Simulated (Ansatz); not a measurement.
# H₅O₂SSi₂ radical: a ladder of functionals and wavefunction methods

The task here is to estimate one member of a computed series from the others.

Program: Ansatz 0.2.0, Gaussian basis. Level of theory: functionals in def2-TZVPP, the program's frozen cores in correlated methods. These are calculated values, not measurements.

Levels to be run: PBE-D4, r2SCAN-D4, PBE0-D4, B3LYP-D4, ωB97X-V, ωB97M-V, B2PLYP; CCSD(T)/def2-TZVPP; MP2/def2-QZVPP; extrapolation to the limit.

## The geometry

An earlier PBE0-D4 in a triple-zeta def2 set relaxation fixed the geometry.

SMILES `O[SiH](O)S[SiH2]`, 10 atoms, charge 0, spin multiplicity 2.

Atoms are counted from 1 here; the program's logs count them from 0.

Bond lengths: O1–Si2 1.627 Å, O1–H6 0.959 Å, Si2–O3 1.635 Å, Si2–S4 2.145 Å, Si2–H7 1.475 Å, O3–H8 0.958 Å, S4–Si5 2.132 Å, Si5–H9 1.490 Å, Si5–H10 1.487 Å. Angles: Si2–O1–H6 117.9°, O1–Si2–O3 109.0°, O1–Si2–S4 113.2°, O1–Si2–H7 104.9°, O3–Si2–S4 106.0°, O3–Si2–H7 113.5°, S4–Si2–H7 110.3°, Si2–O3–H8 118.4°, Si2–S4–Si5 98.8°, S4–Si5–H9 111.8°, S4–Si5–H10 106.1°, H9–Si5–H10 110.6°.

Set-up of the first run:

in.yaml reads:

```yaml
crystal:
  periodic: [false, false, false]
  atoms:
    - {symbol: O, position_ang: [-1.327481, -1.268370, -0.035900]}
    - {symbol: Si, position_ang: [-0.132583, -0.594498, 0.839770]}
    - {symbol: O, position_ang: [0.710109, -1.777224, 1.591415]}
    - {symbol: S, position_ang: [1.290449, 0.476024, -0.355286]}
    - {symbol: Si, position_ang: [-0.000414, 1.991339, -1.117870]}
    - {symbol: H, position_ang: [-1.084358, -1.892427, -0.722674]}
    - {symbol: H, position_ang: [-0.815049, 0.324428, 1.769852]}
    - {symbol: H, position_ang: [1.590184, -1.576718, 1.913024]}
    - {symbol: H, position_ang: [-1.089934, 1.419023, -1.957661]}
    - {symbol: H, position_ang: [0.859077, 2.898423, -1.924681]}
basis:
  gaussian: {orbitals: def2-TZVPP}
magnetization: {spin_polarized: true, initial_magnetization: 1}
hamiltonian: {xc: pbe, dispersion: d4}
output: {forces: true, orbitals: {seedname: orbitals}}
```

The run is started by

```sh
$ ansatz run in.yaml --threads 2 --pin off --events-out ev --progress --plain --max-ram 32768MiB --backend cpu
```

Among the steps run: PBE-D4 (GGA); r2SCAN-D4 (meta-GGA); PBE0-D4 (hybrid); B3LYP-D4 (hybrid); ωB97X-V (range-separated); ωB97M-V (range-separated); B2PLYP (double hybrid); CCSD(T) in def2-TZVPP; MP2 in def2-QZVPP.

One of the session's tables, all rows but one given; the rest of the session is left out.

| method | atomisation energy (kcal/mol) |
| --- | --- |
| PBE-D4 | 829.5 |
| r2SCAN-D4 | ? |
| PBE0-D4 | 814.6 |
| B3LYP-D4 | 818.0 |
| ωB97X-V | 826.9 |
| ωB97M-V | 825.3 |
| B2PLYP | 809.1 |
| HF/def2-TZVPP | 586.7 |
| MP2/def2-TZVPP | 815.9 |
| CCSD/def2-TZVPP | 784.8 |
| CCSD(T)/def2-TZVPP | 798.0 |
| MP2/CBS | 844.2 |
| CCSD(T)/CBS | 826.3 |

**Question.** Estimate the row for r2SCAN-D4.

The run gave: atomisation energy (kcal/mol): 828.1. In the column «atomisation energy (kcal/mol)» it lies between ωB97X-V (826.9) and PBE-D4 (829.5).

To keep in mind: Free atoms (2 O, 2 Si, 1 S, 5 H) were run apart at each level; the atomisation energy is their sum less the molecule, without zero-point or spin-orbit terms.
